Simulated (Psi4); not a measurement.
# One shape, several levels: ZrO2 (SMILES [O]=[Zr]=[O])

Aim: a comparison of 4 runs (B2PLYP/def2-TZVP, B3LYP/def2-TZVP, M06-2X/def2-TZVP, wB97M-V/def2-TZVP) of ZrO2. 

The calculation is run with Psi4 1.11.

## (1) The structure to begin with

ZrO2 has 3 atoms, charge 0, and is taken as a singlet. As SMILES, `[O]=[Zr]=[O]`. One bond was lengthened or shortened from a relaxed shape.

Bond lengths: O1–Zr2 2.026 Å, Zr2–O3 1.761 Å. Angles: O1–Zr2–O3 107.9°.

## (2) The energy at B2PLYP/def2-TZVP (core potential, density fitting for correlation) (run 1)

o2zr.inp

```
memory 1.6 GB

molecule m {
  0 1
  O      0.700404     1.512654     0.393891
  Zr     0.348500    -0.481700     0.351800
  O     -1.003000    -0.770800    -0.740100
  units angstrom
  symmetry c1
}

set {
  basis def2-TZVP
  puream true
  e_convergence 1e-09
  d_convergence 1e-08
  scf_type pk
  dft_radial_points 99
  dft_spherical_points 590
  num_frozen_docc 2
}

e_tot = energy('b2plyp')
```

The run is started by

```console
$ psi4 -i o2zr.inp -o o2zr.out -n 1
```

o2zr.out:

```text
[...]
    !!!  WARNING: ECP capability is in beta. Please check occupations closely.  !!!
[...]
  Running in c1 symmetry.
[...]
  Nuclear repulsion =   64.966789023302027
[...]
  Multiplicity = 1
[...]
  Nalpha       = 14
  Nbeta        = 14
[...]
    Number of basis functions: 102
[...]
   @RKS iter   1:  -196.27250889466890   -2.69101e-01   1.33610e-02 DIIS/ADIIS
[...]
   @RKS iter  16:  -197.11770909264303   -6.22435e-12   4.43283e-09 DIIS
[...]
    Orbital Energies [Eh]
    ---------------------
    Doubly Occupied:
       1A    -19.690455     2A    -19.648739     3A     -2.328882
       4A     -1.431612     5A     -1.405513     6A     -1.397017
       7A     -0.966105     8A     -0.920246     9A     -0.386003
      10A     -0.379960    11A     -0.376027    12A     -0.311195
      13A     -0.290683    14A     -0.282094
[...]
  @RKS Final Energy:  -197.11770909264303
   => Energetics <=
    Nuclear Repulsion Energy =             64.9667890233020273
    One-Electron Energy =                -416.6167328925707238
    Two-Electron Energy =                 165.5930521431766920
    DFT Exchange-Correlation Energy =     -11.0608173665510492
    Empirical Dispersion Energy =           0.0000000000000000
    VV10 Nonlocal Energy =                  0.0000000000000000
    Total Energy =                       -197.1177090926430253
[...]
 Multipole Moments:
 ------------------------------------------------------------------------------------
     Multipole            Electronic (a.u.)      Nuclear  (a.u.)        Total (a.u.)
 ------------------------------------------------------------------------------------
 L = 1.  Multiply by 2.5417464519 to convert [e a0] to [Debye]
 Dipole X            :         13.8683901          -11.7726741            2.0957160
 Dipole Y            :        -17.0655826           14.0051965           -3.0603861
 Dipole Z            :          0.0000001            0.0000000            0.0000001
 Magnitude           :                                                    3.7091763
[...]
```

Wall time 12 s (1 thread of Intel Xeon Platinum 8375C at 2.90GHz (Ice Lake), shared host); peak memory 0.63 GiB.

## (3) Energy and forces at B3LYP/def2-TZVP (core potential) (run 2)

input.dat

```
memory 1600 MB

molecule mol {
  0 1
  O      0.700404     1.512654     0.393891
  Zr     0.348500    -0.481700     0.351800
  O     -1.003000    -0.770800    -0.740100
  units angstrom
  symmetry c1
  no_reorient
  no_com
}

set globals {
  basis                def2-TZVP
  puream               true
  e_convergence        1e-09
  d_convergence        1e-08
  scf_type             pk
  dft_radial_points    99
  dft_spherical_points 590
}

E, wfn = gradient("b3lyp", return_wfn=True)
oeprop(wfn, "MAYER_INDICES", "QUADRUPOLE", "MULLIKEN_CHARGES")
```

The run is started by

```console
$ psi4 -i input.dat -o output.dat -n 1
```

output.dat:

```text
[...]
    !!!  WARNING: ECP capability is in beta. Please check occupations closely.  !!!
[...]
  Running in c1 symmetry.
[...]
  Nuclear repulsion =   64.966789023302027
[...]
  Multiplicity = 1
[...]
  Nalpha       = 14
  Nbeta        = 14
[...]
    Number of basis functions: 102
[...]
   @RKS iter   1:  -196.57014336471389    1.13196e-01   1.51687e-02 ADIIS/DIIS
[...]
   @RKS iter  15:  -197.59716589418528   -3.78009e-12   6.51670e-09 DIIS
[...]
  @RKS Final Energy:  -197.59716589418528
   => Energetics <=
    Nuclear Repulsion Energy =             64.9667890233020273
    One-Electron Energy =                -416.7493358236262111
    Two-Electron Energy =                 172.8978377293406368
    DFT Exchange-Correlation Energy =     -18.7124568232017019
    Empirical Dispersion Energy =           0.0000000000000000
    VV10 Nonlocal Energy =                  0.0000000000000000
    Total Energy =                       -197.5971658941852809
[...]
  -Total Gradient:
     Atom            X                  Y                   Z
    ------   -----------------  -----------------  -----------------
       1        0.016655149265     0.108157424712     0.000254458618
       2       -0.010680318630    -0.110457373421     0.005024313570
       3       -0.005955593781     0.002290224729    -0.005261483707
[...]
 Multipole Moments:
 ------------------------------------------------------------------------------------
     Multipole            Electronic (a.u.)      Nuclear  (a.u.)        Total (a.u.)
 ------------------------------------------------------------------------------------
 L = 1.  Multiply by 2.5417464519 to convert [e a0] to [Debye]
 Dipole X            :         -2.0270261            3.3282461            1.3012200
 Dipole Y            :         -3.0144050            0.2918342           -2.7225708
 Dipole Z            :         -1.3137049            2.7437463            1.4300413
 Magnitude           :                                                    3.3392490
 L = 2.  Multiply by 1.3450342976 to convert [e a0^2] to [Debye ang]
 Quadrupole XX       :        -71.7425984           47.9594903          -23.7831081
 Quadrupole XY       :        -51.5419843           45.1603325           -6.3816517
[...]
  Mulliken Charges: (a.u.)
   Center  Symbol    Alpha    Beta     Spin     Total
       1     O     4.33036  4.33036  0.00000 -0.66071
       2    ZR     5.37616  5.37616  0.00000  1.24767
       3     O     4.29348  4.29348  0.00000 -0.58696
   Total alpha = 14.00000, Total beta = 14.00000, Total charge = -0.00000
  Mayer Bond Indices:
[...]
```

It took 22 s on 1 thread of Intel Xeon Platinum 8375C at 2.90GHz (Ice Lake), shared host; peak memory 0.62 GiB.

Run 3 isn't shown in full; the table further down has it.

## (4) A single-point energy at wB97M-V/def2-TZVP (core potential) (run 4)

calc.inp

```
memory 1600 MB

molecule m {
  O
  Zr 1 2.0256
  O 2 1.761356 1 107.92594
  symmetry c1
  no_reorient
  no_com
}

set {
  basis def2-TZVP
  reference rks
  puream true
  e_convergence 1e-09
  d_convergence 1e-08
  scf_type pk
  dft_radial_points 99
  dft_spherical_points 590
}

e_tot, wfn = energy("wb97m-v", return_wfn=True)
print_variables()
```

The run is started by

```console
$ psi4 -i calc.inp -o calc.out -n 1
```

calc.out:

```text
[...]
    !!!  WARNING: ECP capability is in beta. Please check occupations closely.  !!!
[...]
  Running in c1 symmetry.
[...]
  Nuclear repulsion =   64.966800626228590
[...]
  Multiplicity = 1
[...]
  Nalpha       = 14
  Nbeta        = 14
[...]
    Number of basis functions: 102
[...]
   @RKS iter   1:  -196.55696130939407   -2.97820e-01   1.36832e-02 DIIS/ADIIS
[...]
   @RKS iter  18:  -197.44795925711648   -6.99174e-12   4.38969e-09 DIIS
[...]
    Orbital Energies [Eh]
    ---------------------
    Doubly Occupied:
       1A    -19.296409     2A    -19.254805     3A     -2.270842
       4A     -1.423933     5A     -1.404502     6A     -1.394741
       7A     -0.962559     8A     -0.916348     9A     -0.422176
      10A     -0.417389    11A     -0.416073    12A     -0.348440
      13A     -0.335958    14A     -0.318946
[...]
  @RKS Final Energy:  -197.44795925711648
   => Energetics <=
    Nuclear Repulsion Energy =             64.9668006262285900
    One-Electron Energy =                -416.5869297809030058
    Two-Electron Energy =                 170.1114576659090005
    DFT Exchange-Correlation Energy =     -16.0507805847748344
    Empirical Dispersion Energy =           0.0000000000000000
    VV10 Nonlocal Energy =                  0.1114928164237835
    Total Energy =                       -197.4479592571164801
[...]
 Multipole Moments:
 ------------------------------------------------------------------------------------
     Multipole            Electronic (a.u.)      Nuclear  (a.u.)        Total (a.u.)
 ------------------------------------------------------------------------------------
 L = 1.  Multiply by 2.5417464519 to convert [e a0] to [Debye]
 Dipole X            :        -16.1117164           13.6995642           -2.4121523
 Dipole Y            :        -14.7703407           12.1269627           -2.6433780
 Dipole Z            :          0.0000000            0.0000000            0.0000000
 Magnitude           :                                                    3.5785368
[...]
```

Wall time 62 s (1 thread of Intel Xeon Platinum 8375C at 2.90GHz (Ice Lake), shared host); peak memory 0.78 GiB.

## (5) The series

```
run                                                               level      task  fitting correlation  energy (Eh)  HOMO energy (eV)  LUMO energy (eV)  HOMO–LUMO gap (eV)  wall time
  1  B2PLYP/def2-TZVP (core potential, density fitting for correlation)    energy      density fitting  -197.412849             -7.68             -2.74                4.93       12 s
  2                                    B3LYP/def2-TZVP (core potential)  gradient                    –  -197.597166             -6.23             -3.68                2.56       22 s
  3                                   M06-2X/def2-TZVP (core potential)    energy                    –  -197.408730             -7.94             -2.95                4.99       29 s
  4                                  wB97M-V/def2-TZVP (core potential)    energy                    –  -197.447959             -8.68             -2.10                6.58       62 s
```

## (6) What came out

| quantity | value |
| --- | --- |
| run 4: total energy | -197.44796 Eh |
| run 4: dipole moment | 9.10 D |
| run 4: HOMO energy | -8.68 eV |
| run 4: LUMO energy | -2.10 eV |
| run 4: HOMO–LUMO gap | 6.58 eV |

Over runs 2, 3, 4 the dipole moment (its size) runs from 8.49 D (B3LYP/def2-TZVP) to 9.12 D (M06-2X/def2-TZVP). The HOMO–LUMO gap runs from 2.56 eV (B3LYP/def2-TZVP) to 6.58 eV (wB97M-V/def2-TZVP). Totals of different functionals can't be ranked against each other. All runs together took 2.1 min, the longest 62 s.
